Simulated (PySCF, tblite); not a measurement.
# C₈H₉ClOS: geometry, infrared bands and NMR shifts

What infrared bands and NMR shifts should C₈H₉ClOS (`CC(C)c1ccc(C(=O)Cl)s1`) show?

The runs use tblite 0.8.0 and PySCF 2.14.0, with density-fitted response routines of our own; the level of theory stands in each step. All values are computed, except where a source is named. Atoms count from 0, in the outputs and in this text.

## 1. Starting geometry

20 atoms, charge 0, multiplicity 1; geometry from: force field or distance geometry start.

Bonds of the start (Å): C0–C1 1.50, C1–C2 1.50, C1–C3 1.49, C3–C4 1.27, C4–C5 1.27, C5–C6 1.56, C6–C7 1.54, C7–O8 1.19, C7–Cl9 1.81, C6–S10 1.64, S10–C3 1.65, C0–H11 1.12, C0–H12 1.08, C0–H13 1.11, C1–H14 1.12, C2–H15 1.14, C2–H16 1.12, C2–H17 1.10, C4–H18 1.17, C5–H19 1.14.

## 2. Relaxing the molecule with GFN2-xTB

The job: settings as JSON, then the geometry in Å.

```
{"job": {"kind": "relax", "xc": "GFN2-xTB", "basis": "xTB"}, "charge": 0, "multiplicity": 1}
C     -2.012600    -0.866400    -1.466400
C     -1.542200    -0.664900    -0.053700
C     -2.379300     0.335100     0.689500
C     -0.137900    -0.181400     0.032500
C      0.590500     0.821200    -0.233000
C      1.827800     0.771500     0.051500
C      2.520500    -0.445700     0.730800
C      3.920900     0.193700     0.768700
O      4.444400     1.166900     0.336600
Cl     4.983000    -0.908200     1.729600
S      1.031000    -1.129700     0.701000
H     -1.233100    -0.422100    -2.140800
H     -2.244700    -1.898000    -1.706700
H     -2.937600    -0.261500    -1.579800
H     -1.694100    -1.650100     0.448900
H     -1.830900     0.581400     1.652900
H     -3.395300    -0.062200     0.944200
H     -2.511200     1.217500     0.045100
H      0.114600     1.735100    -0.781200
H      2.481100     1.678500    -0.172800
```

The run is started by

```
OMP_NUM_THREADS=1 python probes_run.py task.json out
```

The driver reads the jobs from task.json and runs them one after another.

**Question.** This job is followed by: GFN2-xTB harmonic vibrations, gas phase; GIAO PBE0/pcSseg-1 NMR shielding, non-relativistic, gas phase. What will the session give for the following? strongest single infrared mode (GFN2-xTB); zero-point energy (GFN2-xTB); 13C shifts against TMS (PBE0/pcSseg-1, means over atoms taken as alike); 1H shifts against TMS (PBE0/pcSseg-1, means over atoms taken as alike); 17O shifts against H2O (PBE0/pcSseg-1); 35Cl shifts against HCl (PBE0/pcSseg-1); 33S shifts against CS2 (PBE0/pcSseg-1).

The runs gave:

```
                                                               quantity                                              value
                              strongest single infrared mode (GFN2-xTB)                              1787 cm⁻¹, 564 km/mol
                                           zero-point energy (GFN2-xTB)                                      93.3 kcal/mol
13C shifts against TMS (PBE0/pcSseg-1, means over atoms taken as alike)  179.5, 166.1, 143.3, 141.3, 128.3, 34.5, 27.5 ppm
 1H shifts against TMS (PBE0/pcSseg-1, means over atoms taken as alike)                         8.00, 7.13, 2.85, 1.37 ppm
                                 17O shifts against H2O (PBE0/pcSseg-1)                                          530.7 ppm
                                35Cl shifts against HCl (PBE0/pcSseg-1)                                            442 ppm
                                 33S shifts against CS2 (PBE0/pcSseg-1)                                            261 ppm
```

**Reading.** Relaxing lowered the energy by 5.211 eV in 106 steps; the close pair that moved most is C5–C6, from 1.557 to 1.381 Å. No mode is imaginary among the 54: a minimum at this level. The strongest single mode, at 1787 cm⁻¹, moves mainly C7 and O8. Unscaled tight-binding wavenumbers are off by several per cent, some by more. Its intensities can rank the bands wrongly. NICS(1)zz of -22 ppm above the planar ring from C3 marks a diatropic (aromatic) ring current.
